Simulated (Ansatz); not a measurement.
# MoBr: the cost of one run

Computed with Ansatz 0.2.0 (DFT PBE, scalar-relativistic, plane waves, PAW, unless a step's input says otherwise).

1 further run of the same task is left out (it didn't finish).

### Step 1. The system as given

Symmetry: Fd-3m, No. 227, cubic system. The conventional cell has a = 7.254 Å, b = 7.254 Å, c = 7.254 Å, α = 90.00°, β = 90.00°, γ = 90.00°. Mo (site symmetry -43m) is surrounded by 4 Mo at 3.14 Å and 4 Br at 3.14 Å. Br (site symmetry -43m) is surrounded by 4 Mo at 3.14 Å and 4 Br at 3.14 Å.

As a file:

```xyz
4
Lattice="0.0000 3.6268 3.6268 3.6268 0.0000 3.6268 3.6268 3.6268 0.0000" Properties=species:S:1:pos:R:3 pbc="T T T"
Mo    3.6268    3.6268    3.6268
Mo    5.4402    5.4402    5.4402
Br    0.0000    0.0000    0.0000
Br    1.8134    1.8134    1.8134
```

(A quick probe on a coarse mesh, which set the mesh and smearing, is not shown.)

### Step 3. Coarse relaxation

The input, input.yaml:

```yaml
crystal:
  lattice:
    - [0.0, 3.6267874633, 3.6267874633]
    - [3.6267874633, 0.0, 3.6267874633]
    - [3.6267874633, 3.6267874633, 0.0]
  atoms:
    - { symbol: Mo, position: [0.5, 0.5, 0.5], spin: 1.6 }
    - { symbol: Mo, position: [0.75, 0.75, 0.75], spin: 1.6 }
    - { symbol: Br, position: [0.0, 0.0, 0.0], spin: 0.17 }
    - { symbol: Br, position: [0.25, 0.25, 0.25], spin: 0.17 }
basis:
  ecutwfc: 420
kpoints:
  mp_grid: { grid: [4, 4, 4] }
hamiltonian:
  xc: pbe
scf:
  occupations: { method: gaussian, width: 0.1 }
  lower_state_search: "off"
output:
  forces: true
  stress: true
  eigenvalues: true
  populations: true
magnetization:
  spin_polarized: true
relax:
  adjacent_minimum: "off"
  f_tol: 0.04
  max_steps: 70
  cell: { stress_tol: 0.4 }
```

Run with:

```bash
$ ansatz run input.yaml --threads 1 --pin off --max-ram 2560MiB --backend cpu --events-out ev --progress --plain --runs-dir out
```

**Question.** How long does this run take on 1 thread of Arm Neoverse V2, shared host, and how much memory does it need?

About 26 s, with a peak of 0.35 GiB.
